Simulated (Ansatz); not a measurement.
# CH8B2OSi: one species, many methods

How much do the methods differ for CH8B2OSi? The plan is to run it at one geometry with functionals of several rungs and with coupled cluster, and see how far each lands from CCSD(T) at the basis-set limit for the atomisation energy.

Computed with Ansatz 0.2.0, Gaussian basis. Level: functionals in def2-TZVPP, the program's frozen cores in correlated methods.

Levels to be run: PBE-D4, r2SCAN-D4, PBE0-D4, B3LYP-D4, ωB97X-V, ωB97M-V, B2PLYP; CCSD(T)/def2-TZVPP; MP2/def2-QZVPP; extrapolation to the limit.

## Step 1: Structure used throughout

An earlier PBE0-D4 in a triple-zeta def2 set relaxation fixed the geometry.

SMILES `BC[SiH2]BO`, 13 atoms, charge 0, spin multiplicity 1.

Atoms are counted from 1 here; the program's logs count them from 0.

Bond lengths: B1–C2 1.527 Å, B1–H6 1.199 Å, B1–H7 1.199 Å, C2–Si3 1.915 Å, C2–H8 1.090 Å, C2–H9 1.091 Å, Si3–B4 2.025 Å, Si3–H10 1.489 Å, Si3–H11 1.501 Å, B4–O5 1.350 Å, B4–H12 1.205 Å, O5–H13 0.962 Å. Angles: C2–B1–H6 120.6°, C2–B1–H7 120.6°, H6–B1–H7 118.7°, B1–C2–Si3 94.1°, B1–C2–H8 117.3°, B1–C2–H9 117.5°, Si3–C2–H8 106.3°, Si3–C2–H9 106.8°, H8–C2–H9 111.9°, C2–Si3–B4 112.6°, C2–Si3–H10 110.0°, C2–Si3–H11 108.7°, B4–Si3–H10 112.5°, B4–Si3–H11 107.2°, H10–Si3–H11 105.5°, Si3–B4–O5 117.9°, Si3–B4–H12 122.5°, O5–B4–H12 119.6° and more.

Geometry (Å):

```
B    -1.94576   -0.82176    0.46609
C    -0.69390   -0.29941    1.16788
Si    0.45650   -0.66134   -0.31978
B     1.55818    0.94918   -0.86294
O     1.27004    2.13485   -0.28613
H    -2.62775   -0.08662   -0.19103
H    -2.21820   -1.98947    0.49346
H    -0.30730   -0.88394    2.00316
H    -0.63417    0.77250    1.35964
H     1.29771   -1.85603   -0.03425
H    -0.38879   -1.04043   -1.50079
H     2.43971    0.88362   -1.68165
H     1.81392    2.86414   -0.59895
```

## Step 2: PBE-D4 (GGA)

The input, in.yaml:

```yaml
crystal:
  periodic: [false, false, false]
  atoms:
    - {symbol: B, position_ang: [-1.945764, -0.821765, 0.466092]}
    - {symbol: C, position_ang: [-0.693903, -0.299408, 1.167876]}
    - {symbol: Si, position_ang: [0.456504, -0.661339, -0.319781]}
    - {symbol: B, position_ang: [1.558185, 0.949179, -0.862945]}
    - {symbol: O, position_ang: [1.270043, 2.134847, -0.286131]}
    - {symbol: H, position_ang: [-2.627747, -0.086618, -0.191025]}
    - {symbol: H, position_ang: [-2.218199, -1.989473, 0.493459]}
    - {symbol: H, position_ang: [-0.307305, -0.883939, 2.003156]}
    - {symbol: H, position_ang: [-0.634169, 0.772504, 1.359644]}
    - {symbol: H, position_ang: [1.297710, -1.856027, -0.034252]}
    - {symbol: H, position_ang: [-0.388790, -1.040428, -1.500794]}
    - {symbol: H, position_ang: [2.439711, 0.883623, -1.681648]}
    - {symbol: H, position_ang: [1.813922, 2.864144, -0.598950]}
basis:
  gaussian: {orbitals: def2-TZVPP}
hamiltonian: {xc: pbe, dispersion: d4}
output: {forces: true, orbitals: {seedname: orbitals}}
```

Started as:

```bash
> ansatz run in.yaml --threads 4 --pin off --events-out ev --progress --plain --max-ram 10444MiB
```

The runs that follow: r2SCAN-D4 (meta-GGA); PBE0-D4 (hybrid); B3LYP-D4 (hybrid); ωB97X-V (range-separated); ωB97M-V (range-separated); B2PLYP (double hybrid); CCSD(T) in def2-TZVPP; MP2 in def2-QZVPP.

Before running them: what should the planned runs give, taken together? Wanted: atomisation energy, CCSD(T)/CBS; farthest; mean size of error, hybrid; mean size of error, range-separated; gap, smallest and largest; T1 diagnostic; triples share of the correlation energy.

The runs gave:

```
                               quantity                                 value
        atomisation energy, CCSD(T)/CBS                         4672.8 kJ/mol
 functionals within 23.4 kJ/mol (0.5 %)                               PBE0-D4
                               farthest                 PBE-D4 (+66.1 kJ/mol)
             mean size of error, hybrid                           20.2 kJ/mol
    mean size of error, range-separated                           30.9 kJ/mol
              gap, smallest and largest  4.42 eV (PBE-D4), 11.14 eV (ωB97X-V)
                          T1 diagnostic                                0.0139
triples share of the correlation energy                                 3.6 %
```

**Reading.** PBE-D4 misses by +66.1 kJ/mol. Double hybrids carry the basis error of their MP2 part in triple zeta, and no dispersion term here, so their miss is partly the set-up's. The reference freezes the cores and leaves out relativity and excitations past (T), so misses under about 23.4 kJ/mol can't be ranked. Hartree-Fock recovers 77 % of the binding; the rest is correlation. Orbital gaps span 4.4 to 11.1 eV; exact exchange widens them.
